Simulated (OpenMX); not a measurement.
Runs of OpenMX 3.8.5 on MoSe. It takes space group Pm-3m (No. 221, cubic). The conventional cell has a = 3.500 Å, b = 3.500 Å, c = 3.500 Å, α = 90.00°, β = 90.00°, γ = 90.00°. Mo (site symmetry m-3m) has 8 Se at 3.03 Å as nearest neighbours. Around Se (site symmetry m-3m) lie 8 Mo at 3.03 Å. The cell was built by a generator and needn't be a form met in nature.

```csv
cell,pressure (GPa)
"Pm-3m, 21.44 Å³/atom",-26.2
"P4/mmm, 19.76 Å³/atom",(a)
"P4/mmm, 23.19 Å³/atom",(b)
"P4/mmm, 22.31 Å³/atom",-26.8
"P4/mmm, 20.59 Å³/atom",-25.1
```

Alike in all rows: task band structure; level PBE; potentials or basis OpenMX 2013 PBE set, Mo7.0-s3p2d2, Se7.0-s3p2d2, grid cutoff 400 Ry; no spin polarisation; k mesh 7 × 7 × 7; smearing fermi-dirac 0.05 eV.

**Question.** Estimate the missing entries.

**Answer.** (a) -23.4; (b) -27.0.

Caveats: the basis of atomic orbitals isn't converged, which shifts pressures, moduli and gaps.
